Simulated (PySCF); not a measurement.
# SnIClF2 (SMILES [F][Sn]([F])([Cl])[I]): levels of theory compared

We compute a comparison of 3 runs (HF/3-21G, PBE0/def2-SVP, MP2/3-21G) of SnIClF2. Input form: a Python script.

The calculation is run with PySCF 2.14.0.

## (1) The structure to begin with

SnIClF2: 5 atoms, total charge 0, spin state singlet. As SMILES, `[F][Sn]([F])([Cl])[I]`. The coordinates come from a PBE0-D4/def2-TZVP relaxation.

Bond lengths: F1–Sn2 1.893 Å, Sn2–F3 1.893 Å, Sn2–Cl4 2.281 Å, Sn2–I5 2.616 Å. Angles: F1–Sn2–F3 104.1°, F1–Sn2–Cl4 107.5°, F1–Sn2–I5 110.7°, F3–Sn2–Cl4 107.5°, F3–Sn2–I5 110.7°, Cl4–Sn2–I5 115.6°.

## (2) Energy and gradient at HF/3-21G (run 1)

Contents of calc.py:

```python
from pyscf import gto

molecule = gto.Mole()
molecule.atom = [
    ('F', (-0.010600, -0.364600, 1.889200)),
    ('Sn', (0.029400, -0.071300, 0.019700)),
    ('F', (1.539000, -1.049300, -0.569500)),
    ('Cl', (-1.821700, -1.062800, -0.870800)),
    ('I', (0.313800, 2.474500, -0.510000)),
]
molecule.spin = 0
molecule.basis = '3-21g'
molecule.max_memory = 1860
molecule.verbose = 4
molecule.charge = 0
molecule.build()

myscf = molecule.RHF()
myscf.conv_tol = 1e-10
myscf.kernel()
if not myscf.converged:
    myscf = myscf.newton().run(myscf.mo_coeff, myscf.mo_occ)

e_final = myscf.e_tot
print('E(%s) = %.9f' % ('HF', e_final))
grad = myscf.nuc_grad_method().kernel()
dip = myscf.dip_moment()
pop, q = myscf.mulliken_pop()
```

Run with:

```console
$ OMP_NUM_THREADS=1 python calc.py
```

Standard output:

```text
PySCF version 2.14.0

[... 61 lines left out ...]
converged SCF energy = -13538.8519692391
[... 12 lines left out ...]
Dipole moment(X, Y, Z, Debye):  0.06919,  1.95384, -0.50077
[... 99 lines left out ...]
charge of    4I =     -0.24978
```

Run time: 14 s. Hardware: 1 thread of Intel Xeon at 2.70GHz, shared host; peak memory 0.19 GiB.

## (3) Energy and gradient at PBE0/def2-SVP (core potential) (run 2)

Contents of input.py:

```python
from pyscf import gto, dft

mol = gto.Mole()
mol.atom = '''
F     -0.010600    -0.364600     1.889200
Sn     0.029400    -0.071300     0.019700
F      1.539000    -1.049300    -0.569500
Cl    -1.821700    -1.062800    -0.870800
I      0.313800     2.474500    -0.510000
'''
mol.verbose = 4
mol.max_memory = 1860
mol.spin = 0
mol.basis = 'def2-svp'
mol.charge = 0
mol.ecp = {'Sn': 'def2-svp', 'I': 'def2-svp'}
mol.build()

mf = dft.RKS(mol)
mf.xc = 'pbe0'
mf.conv_tol = 1e-10
mf.grids.level = 5
mf.kernel()
if not mf.converged:
    mf = mf.newton().run(mf.mo_coeff, mf.mo_occ)

e_final = mf.e_tot
print('E = %.10f Eh' % e_final)
grad = mf.nuc_grad_method().kernel()
mf.analyze()
```

Run with:

```console
$ OMP_NUM_THREADS=1 python input.py
```

Standard output:

```text
PySCF version 2.14.0

[... 80 lines left out ...]
converged SCF energy = -1171.39304117798
[... 28 lines left out ...]
MO #7   energy= -7.29330830394329  occ= 2
[... 12 lines left out ...]
MO #20  energy= -1.97057576827593  occ= 2
[... 12 lines left out ...]
MO #33  energy= -0.45126393561433  occ= 2
[... 12 lines left out ...]
MO #46  energy= 0.121481309616455  occ= 0
[... 12 lines left out ...]
MO #59  energy= 0.494862297545544  occ= 0
[... 12 lines left out ...]
MO #72  energy= 1.19362229512069   occ= 0
[... 12 lines left out ...]
MO #85  energy= 3.0937578369905    occ= 0
[... 12 lines left out ...]
MO #98  energy= 55.9387640356234   occ= 0
[... 106 lines left out ...]
Dipole moment(X, Y, Z, Debye): -0.67773,  2.18406, -1.03562
```

Run time: 62 s. Hardware: 1 thread of Intel Xeon at 2.70GHz, shared host; peak memory 0.97 GiB.

## (4) Energy and forces at MP2/3-21G (run 3)

Contents of run.py:

```python
import pyscf.grad
from pyscf import gto, scf, mp

molecule = gto.M(
    atom='''
F     -0.020031    -0.688994     3.570071
Sn     0.055558    -0.134737     0.037228
F      2.908289    -1.982890    -1.076199
Cl    -3.442514    -2.008401    -1.645574
I      0.592996     4.676127    -0.963760
''',
    basis='3-21g',
    max_memory=1860,
    unit='bohr',
    verbose=3,
)

mf = scf.RHF(molecule)
mf.conv_tol = 1e-10
mf.kernel()
if not mf.converged:
    mf = mf.newton().run(mf.mo_coeff, mf.mo_occ)

pt = mp.MP2(mf, frozen=43).run()
e_final = pt.e_tot
print('E = %.10f Eh' % e_final)
grad = pt.Gradients().kernel()
mf.analyze()
```

Run with:

```console
$ OMP_NUM_THREADS=1 python run.py
```

Standard output:

```text
converged SCF energy = -13538.8519692272
[... 16 lines left out ...]
MO #5   energy= -168.333431974147  occ= 2
[... 10 lines left out ...]
MO #16  energy= -31.6803195923214  occ= 2
[... 10 lines left out ...]
MO #27  energy= -19.2231045414042  occ= 2
[... 10 lines left out ...]
MO #38  energy= -5.43144836794478  occ= 2
[... 10 lines left out ...]
MO #49  energy= -1.61580091906083  occ= 2
[... 10 lines left out ...]
MO #60  energy= -0.636924933187928 occ= 2
[... 10 lines left out ...]
MO #71  energy= 0.122952400127865  occ= 0
[... 10 lines left out ...]
MO #82  energy= 0.758358033618039  occ= 0
[... 10 lines left out ...]
MO #93  energy= 3.70340455765013   occ= 0
[... 6 lines left out ...]
Dipole moment(X, Y, Z, Debye):  0.06919,  1.95385, -0.50076
```

It took 38 s on 1 thread of Intel Xeon at 2.70GHz, shared host; peak memory 0.94 GiB.

## (5) Overview of the runs

```tsv
run	level	core potential	integration grid	energy (Eh)	dipole moment (D) of the reference	HOMO energy (eV)	LUMO energy (eV)	wall time
1	HF/3-21G	–	–	-13538.851969	2.02	-11.58	0.19	14 s
2	PBE0/def2-SVP (core potential)	def2-svp	5	-1171.393041	2.51	-8.82	-3.35	62 s
3	MP2/3-21G	–	–	-13539.208629	2.02	-11.58	0.19	38 s
```

## (6) What came out

| quantity | value |
| --- | --- |
| run 3: total energy | -13539.20863 Eh |
| run 3: dipole moment (Hartree–Fock density) | 2.02 D |
| run 3: HOMO energy (Hartree–Fock orbitals) | -11.58 eV |
| run 3: LUMO energy (Hartree–Fock orbitals) | 0.19 eV |
| run 3: HOMO–LUMO gap (Hartree–Fock orbitals) | 11.76 eV |
| run 3: correlation energy (43 core orbitals frozen) | -356.7 mEh |
| run 3: largest force on an atom | 2.088 eV/Å |

What this shows: Some runs of one species differ in core potentials or relativity; totals across that change don't compare. In runs 1, 3 relativity is left out where basis or elements ask for it. All runs together took 1.9 min, the longest 62 s.
